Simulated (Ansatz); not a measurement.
**C2H8Sn: one species, many methods**

Aim: compute C2H8Sn with functionals from several rungs and with coupled cluster, and see how far each lands from CCSD(T) at the basis-set limit for the atomisation energy.

The runs use Ansatz 0.2.0, Gaussian basis; functionals in def2-TZVPP, the program's frozen cores in correlated methods.

Levels to be run: LDA (SPW92), PBE-D4, revPBE-D4, BLYP-D4, r2SCAN-D4, B97M-V, PBE0-D4, B3LYP-D4, r2SCANh-D4, r2SCAN0-D4, HSE06-D4, BHLYP-D4, CAM-B3LYP-D4, LC-ωPBE, ωB97X-V, ωB97M-V, B2PLYP, PBE-QIDH; CCSD(T)/def2-SVP; CCSD(T)/def2-TZVPP; MP2/def2-QZVPP; extrapolation to the limit; RPA on PBE.

## 1. The relaxed structure

An earlier PBE0-D4 in a triple-zeta def2 set relaxation fixed the geometry. Sn takes the def2 core potential; no spin-orbit term is included.

11 atoms, charge 0, spin multiplicity 1.

Atoms are counted from 1 here; the program's logs count them from 0.

Bond lengths: C1–Sn2 2.142 Å, C1–H4 1.090 Å, C1–H5 1.091 Å, C1–H6 1.091 Å, Sn2–C3 2.142 Å, Sn2–H7 1.714 Å, Sn2–H8 1.714 Å, C3–H9 1.091 Å, C3–H10 1.091 Å, C3–H11 1.090 Å. Angles: Sn2–C1–H4 110.4°, Sn2–C1–H5 110.0°, Sn2–C1–H6 110.0°, H4–C1–H5 108.8°, H4–C1–H6 108.8°, H5–C1–H6 108.8°, C1–Sn2–C3 109.9°, C1–Sn2–H7 109.6°, C1–Sn2–H8 109.6°, C3–Sn2–H7 109.6°, C3–Sn2–H8 109.6°, H7–Sn2–H8 108.4°, Sn2–C3–H9 110.0°, Sn2–C3–H10 110.0°, Sn2–C3–H11 110.4°, H9–C3–H10 108.8°, H9–C3–H11 108.8°, H10–C3–H11 108.8°.

## 2. LDA

This LDA is Slater exchange with PW92 correlation.

File in.yaml:

```yaml
crystal:
  periodic: [false, false, false]
  atoms:
    - {symbol: C, position_ang: [-1.307361, 1.130295, -0.468031]}
    - {symbol: Sn, position_ang: [-0.265103, -0.733239, -0.293141]}
    - {symbol: C, position_ang: [1.579921, -0.440384, 0.755557]}
    - {symbol: H, position_ang: [-2.247723, 0.990835, -1.001619]}
    - {symbol: H, position_ang: [-0.696232, 1.849254, -1.014695]}
    - {symbol: H, position_ang: [-1.521658, 1.531966, 0.522907]}
    - {symbol: H, position_ang: [0.054015, -1.363500, -1.855276]}
    - {symbol: H, position_ang: [-1.238298, -1.859970, 0.556979]}
    - {symbol: H, position_ang: [2.205954, 0.271631, 0.216721]}
    - {symbol: H, position_ang: [1.382943, -0.050246, 1.754662]}
    - {symbol: H, position_ang: [2.118842, -1.383641, 0.846537]}
basis:
  gaussian: {orbitals: def2-TZVPP}
hamiltonian: {xc: lda}
output: {orbitals: {seedname: orbitals}}
```

Started as:

```bash
> ansatz run in.yaml --threads 4 --pin off --events-out ev --progress --plain --max-ram 10444MiB
```

The runs that follow: PBE-D4 (GGA); revPBE-D4 (GGA); BLYP-D4 (GGA); r2SCAN-D4 (meta-GGA); B97M-V (meta-GGA); PBE0-D4 (hybrid); B3LYP-D4 (hybrid); r2SCANh-D4 (hybrid); r2SCAN0-D4 (hybrid); HSE06-D4 (hybrid); BHLYP-D4 (hybrid); CAM-B3LYP-D4 (range-separated); LC-ωPBE (range-separated); ωB97X-V (range-separated); ωB97M-V (range-separated); B2PLYP (double hybrid); PBE-QIDH (double hybrid); CCSD(T) in def2-SVP; CCSD(T) in def2-TZVPP; MP2 in def2-QZVPP; RPA on PBE orbitals.

Q: Predict the results of all the runs planned. Wanted: atomisation energy, CCSD(T)/CBS; farthest beyond LDA; mean size of error, GGA; mean size of error, meta-GGA; mean size of error, hybrid; mean size of error, range-separated; mean size of error, double hybrid; gap, smallest and largest; T1 diagnostic.

The runs gave:

```
                               quantity                                                                                               value
        atomisation energy, CCSD(T)/CBS                                                                                       3627.5 kJ/mol
 functionals within 36.3 kJ/mol (1.0 %)  PBE-D4, r2SCAN-D4, B97M-V, PBE0-D4, B3LYP-D4, r2SCANh-D4, HSE06-D4, CAM-B3LYP-D4, ωB97X-V, ωB97M-V
                    farthest beyond LDA                                                                             BHLYP-D4 (-82.6 kJ/mol)
                mean size of error, GGA                                                                                         49.9 kJ/mol
           mean size of error, meta-GGA                                                                                         16.5 kJ/mol
             mean size of error, hybrid                                                                                         43.5 kJ/mol
    mean size of error, range-separated                                                                                         19.4 kJ/mol
      mean size of error, double hybrid                                                                                         55.2 kJ/mol
              gap, smallest and largest                                                               6.57 eV (BLYP-D4), 13.02 eV (LC-ωPBE)
                          T1 diagnostic                                                                                              0.0110
triples share of the correlation energy                                                                                               3.2 %
```

The LDA atomisation energy is off by 407.6 kJ/mol (11 %): it overbinds. PBE-D4 is off by -11.5 kJ/mol. Double hybrids carry the basis error of their MP2 part in triple zeta, and no dispersion term here, so their miss is partly the set-up's. The rungs meta-GGA, range-separated miss on average by less than the doubt on the reference (36.3 kJ/mol), so they tie. The reference freezes the cores and leaves out spin-orbit coupling and excitations past (T), and its outer-core shells are covered unevenly, so misses under about 36.3 kJ/mol can't be ranked. All levels share the lack of spin-orbit coupling, which lowers the free heavy atoms and so the true binding. Hartree-Fock recovers 75 % of the binding; the rest is correlation. CCSD(T) in def2-SVP is off by -200.4 kJ/mol, worse than the median functional, from the basis alone. The gap grows from 6.6 to 13.0 eV across the functionals, mostly with the share of exact exchange. Correlated methods include outer-core shells of Sn, which these sets cover unevenly.
